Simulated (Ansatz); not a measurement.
# C₃H₁₀OSi: a ladder of functionals and wavefunction methods

An exercise on one series of results from a longer session: the logs are not shown, and one member is left open.

Method: functionals in def2-TZVPP, the program's frozen cores in correlated methods; program: Ansatz 0.2.0, Gaussian basis.

Plan: PBE-D4, r2SCAN-D4, PBE0-D4, B3LYP-D4, ωB97X-V, ωB97M-V, B2PLYP; CCSD(T)/def2-TZVPP; MP2/def2-QZVPP; extrapolation to the limit.

## The geometry

The geometry comes from an earlier relaxation with PBE0-D4 in a triple-zeta def2 set; it is a stationary point, not always the lowest conformer.

SMILES `CC([SiH3])CO`, 15 atoms, charge 0, spin multiplicity 1.

Atoms are counted from 1 here; the program's logs count them from 0.

Bond lengths: C1–C2 1.527 Å, C1–H6 1.092 Å, C1–H7 1.095 Å, C1–H8 1.091 Å, C2–Si3 1.884 Å, C2–C4 1.515 Å, C2–H9 1.098 Å, Si3–H10 1.489 Å, Si3–H11 1.490 Å, Si3–H12 1.487 Å, C4–O5 1.416 Å, C4–H13 1.099 Å, C4–H14 1.101 Å, O5–H15 0.960 Å. Angles: C2–C1–H6 111.5°, C2–C1–H7 111.0°, C2–C1–H8 110.6°, H6–C1–H7 107.6°, H6–C1–H8 108.2°, H7–C1–H8 107.7°, C1–C2–Si3 111.1°, C1–C2–C4 112.0°, C1–C2–H9 109.0°, Si3–C2–C4 111.1°, Si3–C2–H9 106.2°, C4–C2–H9 107.2°, C2–Si3–H10 111.2°, C2–Si3–H11 110.3°, C2–Si3–H12 109.7°, H10–Si3–H11 108.3°, H10–Si3–H12 108.8°, H11–Si3–H12 108.4° and more.

Set-up of the first run:

Contents of in.yaml:

```yaml
crystal:
  periodic: [false, false, false]
  atoms:
    - {symbol: C, position_ang: [-1.207526, -0.461320, 0.852967]}
    - {symbol: C, position_ang: [0.057619, 0.235112, 0.355550]}
    - {symbol: Si, position_ang: [1.558890, -0.892158, 0.514136]}
    - {symbol: C, position_ang: [-0.095583, 0.743052, -1.063430]}
    - {symbol: O, position_ang: [-1.140001, 1.699103, -1.093187]}
    - {symbol: H, position_ang: [-1.111479, -0.770594, 1.896340]}
    - {symbol: H, position_ang: [-1.421896, -1.356614, 0.260560]}
    - {symbol: H, position_ang: [-2.069167, 0.203917, 0.773445]}
    - {symbol: H, position_ang: [0.259939, 1.106693, 0.992482]}
    - {symbol: H, position_ang: [2.803836, -0.194448, 0.088514]}
    - {symbol: H, position_ang: [1.387487, -2.104723, -0.334658]}
    - {symbol: H, position_ang: [1.713170, -1.326739, 1.928197]}
    - {symbol: H, position_ang: [0.846053, 1.194302, -1.407114]}
    - {symbol: H, position_ang: [-0.324687, -0.100477, -1.732135]}
    - {symbol: H, position_ang: [-1.278454, 1.974094, -2.002165]}
basis:
  gaussian: {orbitals: def2-TZVPP}
hamiltonian: {xc: pbe, dispersion: d4}
output: {forces: true, orbitals: {seedname: orbitals}}
```

Launch:

```sh
$ ansatz run in.yaml --threads 4 --pin off --events-out ev --progress --plain --max-ram 10444MiB
```

Among the steps run: PBE-D4 (GGA); r2SCAN-D4 (meta-GGA); PBE0-D4 (hybrid); B3LYP-D4 (hybrid); ωB97X-V (range-separated); ωB97M-V (range-separated); B2PLYP (double hybrid); CCSD(T) in def2-TZVPP; MP2 in def2-QZVPP.

One of the session's tables, all rows but one given; the rest of the session is left out.

```
            method  atomisation energy (kJ/mol)
            PBE-D4                       5551.2
         r2SCAN-D4                       5490.8
           PBE0-D4                       5488.0
          B3LYP-D4                       5485.8
           ωB97X-V                            ?
           ωB97M-V                       5502.4
            B2PLYP                       5426.5
     HF/def2-TZVPP                       4085.0
    MP2/def2-TZVPP                       5409.4
   CCSD/def2-TZVPP                       5305.3
CCSD(T)/def2-TZVPP                       5368.9
           MP2/CBS                       5536.0
       CCSD(T)/CBS                       5495.5
```

**Question.** Estimate the row for ωB97X-V.

The run gave: atomisation energy (kJ/mol): 5504.3. In the column «atomisation energy (kJ/mol)» it lies between ωB97M-V (5502.4) and MP2/CBS (5536.0).

To keep in mind: Free atoms (3 C, 1 Si, 1 O, 10 H) were run apart at each level; the atomisation energy is their sum less the molecule, without zero-point or spin-orbit terms.
